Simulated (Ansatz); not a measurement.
# CH₇NOSi₂: one species, many methods

How much do the methods differ for CH₇NOSi₂? The plan is to run it at one geometry with functionals of several rungs and with coupled cluster. The yardstick is the atomisation energy at the CCSD(T) limit.

Program: Ansatz 0.2.0, Gaussian basis. Level of theory: functionals in def2-TZVPP, the program's frozen cores in correlated methods. These are calculated values, not measurements.

Levels to be run: PBE-D4, r2SCAN-D4, PBE0-D4, B3LYP-D4, ωB97X-V, ωB97M-V, B2PLYP; CCSD(T)/def2-TZVPP; MP2/def2-QZVPP; extrapolation to the limit.

## (1) Structure used throughout

All runs share one geometry, relaxed beforehand with PBE0-D4 in a triple-zeta def2 set.

SMILES `[SiH3]N[SiH]1CO1`, 12 atoms, charge 0, spin multiplicity 1.

Atoms are counted from 1 here; the program's logs count them from 0.

Bond lengths: Si1–N2 1.734 Å, Si1–H6 1.483 Å, Si1–H7 1.487 Å, Si1–H8 1.487 Å, N2–Si3 1.701 Å, N2–H9 1.012 Å, Si3–C4 1.799 Å, Si3–O5 1.648 Å, Si3–H10 1.475 Å, C4–O5 1.497 Å, C4–H11 1.089 Å, C4–H12 1.088 Å. Angles: N2–Si1–H6 107.0°, N2–Si1–H7 111.2°, N2–Si1–H8 111.3°, H6–Si1–H7 109.9°, H6–Si1–H8 109.6°, H7–Si1–H8 107.9°, Si1–N2–Si3 128.8°, Si1–N2–H9 116.0°, Si3–N2–H9 115.2°, N2–Si3–C4 124.6°, N2–Si3–O5 119.6°, N2–Si3–H10 108.5°, C4–Si3–O5 51.3°, C4–Si3–H10 123.4°, O5–Si3–H10 118.0°, Si3–C4–O5 59.2°, Si3–C4–H11 122.1°, Si3–C4–H12 123.6° and more.

Geometry (Å):

```xyz
12
CH7NOSi2
Si   -0.49685   -1.24179    1.83768
N    -0.23999    0.08735    0.75461
Si    0.41665    0.07287   -0.81465
C     0.24315    1.40823   -2.00739
O     1.51886    1.21977   -1.24696
H    -0.02924   -2.46521    1.14237
H     0.26239   -1.05771    3.10250
H    -1.93550   -1.38362    2.18543
H    -0.47924    1.00309    1.11273
H     0.68581   -1.32589   -1.19583
H    -0.24508    2.34903   -1.75667
H     0.37593    1.27869   -3.07982
```

## (2) PBE-D4 (GGA)

Contents of in.yaml:

```yaml
crystal:
  periodic: [false, false, false]
  atoms:
    - {symbol: Si, position_ang: [-0.496853, -1.241790, 1.837681]}
    - {symbol: N, position_ang: [-0.239990, 0.087354, 0.754612]}
    - {symbol: Si, position_ang: [0.416648, 0.072867, -0.814653]}
    - {symbol: C, position_ang: [0.243152, 1.408228, -2.007385]}
    - {symbol: O, position_ang: [1.518863, 1.219766, -1.246964]}
    - {symbol: H, position_ang: [-0.029236, -2.465207, 1.142371]}
    - {symbol: H, position_ang: [0.262395, -1.057712, 3.102496]}
    - {symbol: H, position_ang: [-1.935496, -1.383616, 2.185431]}
    - {symbol: H, position_ang: [-0.479239, 1.003090, 1.112733]}
    - {symbol: H, position_ang: [0.685815, -1.325894, -1.195835]}
    - {symbol: H, position_ang: [-0.245084, 2.349028, -1.756671]}
    - {symbol: H, position_ang: [0.375927, 1.278685, -3.079818]}
basis:
  gaussian: {orbitals: def2-TZVPP}
hamiltonian: {xc: pbe, dispersion: d4}
output: {forces: true, orbitals: {seedname: orbitals}}
```

The run is started by

```sh
> ansatz run in.yaml --threads 4 --pin off --events-out ev --progress --plain --max-ram 10444MiB
```

Further steps of the session: r2SCAN-D4 (meta-GGA); PBE0-D4 (hybrid); B3LYP-D4 (hybrid); ωB97X-V (range-separated); ωB97M-V (range-separated); B2PLYP (double hybrid); CCSD(T) in def2-TZVPP; MP2 in def2-QZVPP.

**Question.** What will the summary of the whole plan be? Wanted: atomisation energy, CCSD(T)/CBS; farthest; mean size of error, hybrid; mean size of error, range-separated; gap, smallest and largest; T1 diagnostic; triples share of the correlation energy.

**Answer**, as computed:

```
                               quantity                                 value
        atomisation energy, CCSD(T)/CBS                             43.889 eV
    functionals within 0.219 eV (0.5 %)          r2SCAN-D4, B3LYP-D4, ωB97M-V
                               farthest                    B2PLYP (-0.598 eV)
             mean size of error, hybrid                              0.249 eV
    mean size of error, range-separated                              0.170 eV
              gap, smallest and largest  5.09 eV (PBE-D4), 11.56 eV (ωB97X-V)
                          T1 diagnostic                                0.0126
triples share of the correlation energy                                 3.8 %
```

PBE-D4 is off by +0.350 eV. Double hybrids carry the basis error of their MP2 part in triple zeta, and no dispersion term here, so their miss is partly the set-up's. Misses under about 0.219 eV are within the doubt on the reference itself, which lacks core-valence correlation, relativity and higher excitations. Hartree-Fock recovers 71 % of the binding; the rest is correlation. Orbital gaps span 5.1 to 11.6 eV; exact exchange widens them.
